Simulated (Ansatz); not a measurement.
# C2H6GeTe: one species, many methods

The task here is to estimate one member of a computed series from the others.

Computed with Ansatz 0.2.0, Gaussian basis. Level: functionals in def2-TZVPP, the program's frozen cores in correlated methods.

Plan: LDA (SPW92), PBE-D4, revPBE-D4, BLYP-D4, r2SCAN-D4, B97M-V, PBE0-D4, B3LYP-D4, r2SCANh-D4, r2SCAN0-D4, HSE06-D4, BHLYP-D4, CAM-B3LYP-D4, LC-ωPBE, ωB97X-V, ωB97M-V, B2PLYP, PBE-QIDH; CCSD(T)/def2-SVP; CCSD(T)/def2-TZVPP; MP2/def2-QZVPP; extrapolation to the limit; RPA on PBE.

1 further run of the same task is left out (for a known fault of the program). Runs told in other sessions of the task aren't counted.

## Structure used throughout

The geometry comes from an earlier relaxation with PBE0-D4 in a triple-zeta def2 set; it is a stationary point, not always the lowest conformer. Te takes the def2 core potential; no spin-orbit term is included.

SMILES `C=C[Te][GeH3]`, 10 atoms, charge 0, spin multiplicity 1.

Atoms are counted from 1 here; the program's logs count them from 0.

Bond lengths: C1–C2 1.324 Å, C1–H5 1.085 Å, C1–H6 1.086 Å, C2–Te3 2.103 Å, C2–H7 1.086 Å, Te3–Ge4 2.554 Å, Ge4–H8 1.538 Å, Ge4–H9 1.537 Å, Ge4–H10 1.535 Å. Angles: C2–C1–H5 122.5°, C2–C1–H6 120.6°, H5–C1–H6 117.0°, C1–C2–Te3 123.3°, C1–C2–H7 121.3°, Te3–C2–H7 115.3°, C2–Te3–Ge4 93.6°, Te3–Ge4–H8 108.7°, Te3–Ge4–H9 111.3°, Te3–Ge4–H10 107.2°, H8–Ge4–H9 109.4°, H8–Ge4–H10 110.2°, H9–Ge4–H10 110.0°.

Set-up of the first run:

in.yaml

```yaml
crystal:
  periodic: [false, false, false]
  atoms:
    - {symbol: C, position_ang: [-0.936543, -1.676873, -1.378240]}
    - {symbol: C, position_ang: [-0.053290, -1.114440, -0.567341]}
    - {symbol: Te, position_ang: [1.051693, 0.600267, -1.077111]}
    - {symbol: Ge, position_ang: [0.659832, 1.721679, 1.183361]}
    - {symbol: H, position_ang: [-1.201734, -1.247029, -2.337994]}
    - {symbol: H, position_ang: [-1.429475, -2.604266, -1.101058]}
    - {symbol: H, position_ang: [0.195557, -1.558899, 0.391308]}
    - {symbol: H, position_ang: [0.961629, 0.705868, 2.297589]}
    - {symbol: H, position_ang: [-0.790479, 2.211302, 1.318675]}
    - {symbol: H, position_ang: [1.626010, 2.911190, 1.273909]}
basis:
  gaussian: {orbitals: def2-TZVPP}
hamiltonian: {xc: lda}
output: {orbitals: {seedname: orbitals}}
```

Started as:

```console
$ ansatz run in.yaml --threads 4 --pin off --events-out ev --progress --plain --max-ram 10444MiB
```

Steps of the session up to this table: LDA; PBE-D4 (GGA); revPBE-D4 (GGA); BLYP-D4 (GGA); r2SCAN-D4 (meta-GGA); B97M-V (meta-GGA); B3LYP-D4 (hybrid); r2SCANh-D4 (hybrid); r2SCAN0-D4 (hybrid); HSE06-D4 (hybrid); BHLYP-D4 (hybrid); CAM-B3LYP-D4 (range-separated); LC-ωPBE (range-separated); ωB97X-V (range-separated); ωB97M-V (range-separated); B2PLYP (double hybrid); PBE-QIDH (double hybrid).

One of the session's tables, all rows but one given; the rest of the session is left out.

It belongs to the step «Orbital energies across the functionals». 

| functional | HOMO (eV) | gap (eV) |
| --- | --- | --- |
| LDA (SPW92) | -5.28 | 3.37 |
| PBE-D4 | -5.14 | 3.45 |
| revPBE-D4 | -5.09 | 3.49 |
| BLYP-D4 | -4.97 | 3.38 |
| r2SCAN-D4 | -5.35 | 3.86 |
| B97M-V | -5.38 | 3.89 |
| PBE0-D4 | -6.12 | 5.26 |
| B3LYP-D4 | ? | ? |
| r2SCANh-D4 | -5.72 | 4.52 |
| r2SCAN0-D4 | -6.26 | 5.50 |
| HSE06-D4 | -5.74 | 4.51 |
| BHLYP-D4 | -6.95 | 6.95 |
| CAM-B3LYP-D4 | -7.30 | 7.41 |
| LC-ωPBE | -8.57 | 9.79 |
| ωB97X-V | -8.26 | 9.37 |
| ωB97M-V | -8.16 | 9.08 |

Q: Estimate the row for B3LYP-D4 from the others.

Worked estimate for «HOMO (eV)». Against the share of exact exchange, BLYP-D4 (0, -4.97), BHLYP-D4 (0.5, -6.95) give a slope of -3.96 per unit share; at 0.2 the line stands at -5.76.

The run gave: HOMO (eV): -5.92; gap (eV): 4.82. In «HOMO (eV)» the line misses by +0.16.
